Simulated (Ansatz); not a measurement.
# CH4BFN2: two geometries relaxed

Aim: relax the geometries before and after the shift of H7 from B1 to C3, and see whether they are two minima and how far apart in energy. SMILES of the start: BNC(=N)F.

All numbers below are computed with Ansatz 0.2.0 (RHF/def2-SVP).

## (1) The structure to begin with

Bond lengths: B1–N2 1.462 Å, N2–C3 1.420 Å, C3–N4 1.222 Å, C3–F5 1.387 Å, B1–H6 1.206 Å, B1–H7 1.209 Å, N2–H8 1.076 Å, N4–H9 1.090 Å. Angles: B1–N2–C3 123.2°, B1–N2–H8 117.3°, C3–N2–H8 119.5°, N2–B1–H6 123.8°, N2–B1–H7 121.7°, H6–B1–H7 114.4°, N2–C3–N4 124.6°, N2–C3–F5 117.4°, N4–C3–F5 117.9°, C3–N4–H9 126.9°.

As a file:

```xyz
9

B    -0.5935    0.5970   -1.2912
N     0.4907   -0.1003   -0.6006
C     0.4404   -0.4460    0.7754
N    -0.4645   -0.1357    1.5352
F     1.5339   -1.1125    1.3073
H    -0.5546    0.9134   -2.4543
H    -1.5857    0.9659   -0.7067
H     1.3683   -0.3419   -1.1753
H    -0.5464   -0.3863    2.5930
```

## (2) Relaxing end A

The input, input.yaml:

```yaml
crystal:
  periodic: [false, false, false]
  atoms:
    - { symbol: B, position_ang: [-0.5935, 0.597, -1.2912] }
    - { symbol: "N", position_ang: [0.4907, -0.1003, -0.6006] }
    - { symbol: C, position_ang: [0.4404, -0.446, 0.7754] }
    - { symbol: "N", position_ang: [-0.4645, -0.1357, 1.5352] }
    - { symbol: F, position_ang: [1.5339, -1.1125, 1.3073] }
    - { symbol: H, position_ang: [-0.5546, 0.9134, -2.4543] }
    - { symbol: H, position_ang: [-1.5857, 0.9659, -0.7067] }
    - { symbol: H, position_ang: [1.3683, -0.3419, -1.1753] }
    - { symbol: H, position_ang: [-0.5464, -0.3863, 2.593] }
basis:
  gaussian: { orbitals: def2-SVP }
hamiltonian:
  xc: hf
relax:
  f_tol: 0.02
  max_steps: 50
output:
  orbitals: {}
```

Command:

```
$ ansatz run input.yaml --threads 1 --pin off --max-ram 2048MiB --backend cpu --events-out ev --progress --plain --runs-dir out
```

The program printed (excerpt; [...] marks lines left out):

```text
Warning: RAYON_NUM_THREADS=1 ignored (pool sized by the plan → 1); use --threads N
[...]
Functional definition: HF
[...]
1017 factors; integrals over basis functions are off by at most 3.7e-4 eV
[...]
mean field -7428.80197234 eV, -273.0034370606 hartree, gradient 3.0e-5 eV, S^2 0.000000; 0 other end points of the search recorded, 0 dependent functions left out
[...]
reference -7428.80197234 eV, -273.0034370606 hartree; 19, 19 occupied and 71, 71 virtual orbitals, 1017 factors
relax step   1: F+E_penalty+E_count = -7428.80197234 eV  Δ(F+E_penalty+E_count) = +0.000e0 eV  max|allowed force component| = 3.627e0 eV/Å  Δτ_max = 0.0000 Å  (37 SCF iters, accepted)
[...]
relax step   3: F+E_penalty+E_count = -7429.62145092 eV  Δ(F+E_penalty+E_count) = -1.160e-1 eV  max|allowed force component| = 1.486e0 eV/Å  Δτ_max = 0.1017 Å  (36 SCF iters, accepted)
[...]
relax step   5: F+E_penalty+E_count = -7429.68411047 eV  Δ(F+E_penalty+E_count) = -6.266e-2 eV  max|allowed force component| = 8.275e-1 eV/Å  Δτ_max = 0.0693 Å  (37 SCF iters, accepted)
[...]
relax step   7: F+E_penalty+E_count = -7429.69172289 eV  Δ(F+E_penalty+E_count) = -7.612e-3 eV  max|allowed force component| = 5.290e-2 eV/Å  Δτ_max = 0.0132 Å  (37 SCF iters, accepted)
[...]
relax step   8: F+E_penalty+E_count = -7429.69193683 eV  Δ(F+E_penalty+E_count) = -2.139e-4 eV  max|allowed force component| = 2.269e-2 eV/Å  Δτ_max = 0.0036 Å  (28 SCF iters, accepted)
[...]
relax step   9: F+E_penalty+E_count = -7429.69196711 eV  Δ(F+E_penalty+E_count) = -3.028e-5 eV  max|allowed force component| = 1.551e-2 eV/Å  Δτ_max = 0.0034 Å  (27 SCF iters, accepted)
1017 factors; integrals over basis functions are off by at most 3.8e-4 eV
mean field -7429.69196711 eV, -273.0361437651 hartree, gradient 1.5e-5 eV, S^2 0.000000; 1 other end points of the search recorded, 0 dependent functions left out
[...]
reference -7429.69196711 eV, -273.0361437651 hartree; 19, 19 occupied and 71, 71 virtual orbitals, 1017 factors
Total energy: -7429.69196711 eV, -273.0361437651 hartree
Atom 0 at    -0.590213     0.622193    -1.288341 Å, force    -0.005377    -0.015513    -0.008878 eV/Å
Atom 1 at     0.402231    -0.061544    -0.544716 Å, force    -0.005300     0.006724     0.000644 eV/Å
Atom 2 at     0.367936    -0.385596     0.791994 Å, force     0.007108    -0.001087     0.007281 eV/Å
Atom 3 at    -0.534003    -0.143855     1.597798 Å, force    -0.003364     0.001512    -0.001865 eV/Å
Atom 4 at     1.480541    -1.021128     1.122206 Å, force    -0.002060    -0.000114    -0.001731 eV/Å
Atom 5 at    -0.364072     0.804253    -2.450785 Å, force     0.003182     0.004180     0.005736 eV/Å
Atom 6 at    -1.594760     0.985943    -0.763465 Å, force     0.003657     0.004731     0.002070 eV/Å
Atom 7 at     1.240226    -0.362125    -0.999884 Å, force     0.001555     0.000373    -0.003295 eV/Å
Atom 8 at    -0.319285    -0.484542     2.517994 Å, force     0.000598    -0.000806     0.000039 eV/Å
Dipole moment:     0.342350    -0.133083    -0.141707 e Å
```

Run time: 1.9 min. Hardware: 1 thread of Intel Xeon at 2.50GHz (Skylake/Cascade Lake), shared host; peak memory 0.17 GiB.

The steps of the relaxation:

```
step  energy from step 1 (eV)  largest force component (eV/Å)
   1                   0.0000                          3.6267
   2                  -0.7035                          2.0025
   3                  -0.8195                          1.4860
  4x                  -0.7945                          2.2040
   5                  -0.8821                          0.8275
  6x                  -0.8747                          1.4131
   7                  -0.8898                          0.0529
   8                  -0.8900                          0.0227
   9                  -0.8900                          0.0155
```

Step 1 is the start. 2 steps were tried and not accepted (marked x).

After: Bond lengths: B1–N2 1.416 Å, N2–C3 1.376 Å, C3–N4 1.233 Å, C3–F5 1.323 Å, B1–H6 1.198 Å, B1–H7 1.190 Å, N2–H8 1.000 Å, N4–H9 1.004 Å. Angles: B1–N2–C3 127.3°, B1–N2–H8 119.6°, C3–N2–H8 113.1°, N2–B1–H6 116.8°, N2–B1–H7 120.5°, H6–B1–H7 122.7°, N2–C3–N4 127.4°, N2–C3–F5 109.5°, N4–C3–F5 123.1°, C3–N4–H9 112.1°.

## (3) Relaxing end B

The second end starts from a geometry with the move made by hand.

Edit input.yaml of step 2 so:

```diff
@@ -9,3 +9,3 @@
     - { symbol: H, position_ang: [-0.5546, 0.9134, -2.4543] }
-    - { symbol: H, position_ang: [-1.5857, 0.9659, -0.7067] }
+    - { symbol: H, position_ang: [-0.52627, -0.39774, 0.27408] }
     - { symbol: H, position_ang: [1.3683, -0.3419, -1.1753] }
@@ -19,3 +19 @@
   max_steps: 50
-output:
-  orbitals: {}
```

Command:

```
$ ansatz run input.yaml --threads 1 --pin off --max-ram 2048MiB --backend cpu --events-out ev --progress --plain --runs-dir out
```

The program printed (excerpt; [...] marks lines left out):

```text
Warning: RAYON_NUM_THREADS=1 ignored (pool sized by the plan → 1); use --threads N
[...]
Functional definition: HF
[...]
1019 factors; integrals over basis functions are off by at most 3.9e-4 eV
[...]
mean field -7418.94103311 eV, -272.6410542281 hartree, gradient 2.0e-5 eV, S^2 0.000000; 0 other end points of the search recorded, 0 dependent functions left out
[...]
reference -7418.94103311 eV, -272.6410542281 hartree; 19, 19 occupied and 71, 71 virtual orbitals, 1019 factors
relax step   1: F+E_penalty+E_count = -7418.94103311 eV  Δ(F+E_penalty+E_count) = +0.000e0 eV  max|allowed force component| = 1.182e1 eV/Å  Δτ_max = 0.0000 Å  (70 SCF iters, accepted)
[...]
relax step   4: F+E_penalty+E_count = -7425.81298270 eV  Δ(F+E_penalty+E_count) = -1.719e0 eV  max|allowed force component| = 4.297e0 eV/Å  Δτ_max = 0.1950 Å  (39 SCF iters, accepted)
[...]
reference -7429.69195826 eV, -273.0361434399 hartree; 19, 19 occupied and 71, 71 virtual orbitals, 1019 factors
Total energy: -7429.69195826 eV, -273.0361434399 hartree
Atom 0 at    -0.591420     0.362872    -1.166352 Å, force    -0.004809     0.014731     0.000641 eV/Å
Atom 1 at     0.509655    -0.159306    -0.445642 Å, force     0.003265    -0.002905     0.011355 eV/Å
Atom 2 at     0.558398    -0.473223     0.893359 Å, force    -0.018891    -0.011576    -0.004123 eV/Å
Atom 3 at    -0.348773    -0.360175     1.721577 Å, force     0.011406     0.009715    -0.012673 eV/Å
Atom 4 at     1.759937    -0.936922     1.195899 Å, force     0.003217     0.005245     0.004014 eV/Å
Atom 5 at    -0.422719     0.569079    -2.334405 Å, force    -0.002480    -0.004428     0.000646 eV/Å
Atom 6 at    -1.624270     0.580988    -0.616279 Å, force    -0.001774    -0.003109    -0.002662 eV/Å
Atom 7 at     1.370660    -0.336091    -0.922191 Å, force     0.006478    -0.002803     0.001866 eV/Å
Atom 8 at    -0.063437    -0.657262     2.637616 Å, force     0.003588    -0.004871     0.000935 eV/Å
Dipole moment:     0.354663    -0.083078    -0.149504 e Å
```

It took 3.1 min on 1 thread of Intel Xeon at 2.50GHz (Skylake/Cascade Lake), shared host; peak memory 0.26 GiB.

Relaxation path:

```
step  energy from step 1 (eV)  largest force component (eV/Å)
   1                   0.0000                         11.8205
   2                  -2.9547                          8.7520
   3                  -5.1525                          6.5412
   4                  -6.8719                          4.2969
   5                  -8.3022                          3.5541
   6                  -9.4027                          2.9664
   7                 -10.0953                          1.8228
   8                 -10.4826                          1.1358
   9                 -10.6695                          0.3295
  10                 -10.7108                          1.1798
  11                 -10.7347                          1.0005
  12                 -10.7404                          0.3737
  13                 -10.7492                          0.2354
  14                 -10.7508                          0.0357
  15                 -10.7509                          0.0189
```

Step 1 is the start.

After: Bond lengths: B1–N2 1.416 Å, N2–C3 1.376 Å, C3–N4 1.234 Å, C3–F5 1.323 Å, B1–H6 1.198 Å, B1–H7 1.190 Å, N2–H8 1.000 Å, N4–H9 1.004 Å. Angles: B1–N2–C3 127.4°, B1–N2–H8 119.5°, C3–N2–H8 113.1°, N2–B1–H6 116.8°, N2–B1–H7 120.5°, H6–B1–H7 122.8°, N2–C3–N4 127.3°, N2–C3–F5 109.5°, N4–C3–F5 123.1°, C3–N4–H9 112.1°.

Pairs that crossed the distance rule for bonds on the way: came closer B1–H7; moved apart C3–H7.

## (4) Outcome

| quantity | value |
| --- | --- |
| end A | 6 moves, 0.890 eV lower |
| end B | 14 moves, 10.751 eV lower |
| largest difference between the ends | 0.00 Å |
| end B relative to end A | +0.000 eV |

In words: The two relaxations end at one structure, within 0.00 Å: no second minimum was found from this start, which doesn't rule one out.
